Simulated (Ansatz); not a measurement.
# GaH₃S₂: how energies converge with the basis set

How large a basis does GaH₃S₂ need? Two functionals are run in growing sets.

The runs use Ansatz 0.2.0, Gaussian basis; one geometry, several basis sets.

The runs, in order: PBE0-D4/def2-SVP; ωB97M-V/def2-SVP; PBE0-D4/def2-QZVPP; ωB97M-V/def2-QZVPP; the functionals' def2-TZVPP values are taken from earlier runs.

## (1) The relaxed structure

The geometry comes from an earlier relaxation with PBE0-D4 in a triple-zeta def2 set; it is a stationary point.

6 atoms, charge 0, spin multiplicity 1.

Atoms are counted from 1 here; the program's logs count them from 0.

Bond lengths: S1–Ga2 2.198 Å, S1–H4 1.343 Å, Ga2–S3 2.198 Å, Ga2–H5 1.553 Å, S3–H6 1.343 Å. Angles: Ga2–S1–H4 95.2°, S1–Ga2–S3 120.4°, S1–Ga2–H5 119.8°, S3–Ga2–H5 119.8°, Ga2–S3–H6 95.2°.

## (2) PBE0-D4 in def2-SVP

Contents of in.yaml:

```yaml
crystal:
  periodic: [false, false, false]
  atoms:
    - {symbol: S, position_ang: [-1.552039, -1.066645, -0.380949]}
    - {symbol: Ga, position_ang: [0.321644, -0.007383, -0.825287]}
    - {symbol: S, position_ang: [1.411312, 1.043522, 0.767944]}
    - {symbol: H, position_ang: [-1.557799, -0.762601, 0.926938]}
    - {symbol: H, position_ang: [0.879533, -0.001492, -2.274891]}
    - {symbol: H, position_ang: [0.539449, 0.730600, 1.740043]}
basis:
  gaussian: {orbitals: def2-SVP}
hamiltonian: {xc: pbe0, dispersion: d4}
output: {orbitals: {seedname: orbitals}}
```

Started as:

```console
$ ansatz run in.yaml --threads 2 --pin off --events-out ev --progress --plain --max-ram 32768MiB --backend cpu
```

After this run come: ωB97M-V in def2-SVP; PBE0-D4 in def2-QZVPP; ωB97M-V in def2-QZVPP.

Before running them: what should the planned runs give, taken together? Wanted: PBE0-D4: double and triple zeta above quadruple; ωB97M-V: double and triple zeta above quadruple.

As calculated:

```
                                       quantity           value
PBE0-D4: double and triple zeta above quadruple  16.14, 1.84 eV
ωB97M-V: double and triple zeta above quadruple  16.00, 1.78 eV
```

In words: For PBE0-D4 the step from double to triple zeta gains 14.30 eV and the next only 1.84 eV. Total energies overstate the basis error of differences, where much of it tends to cancel.
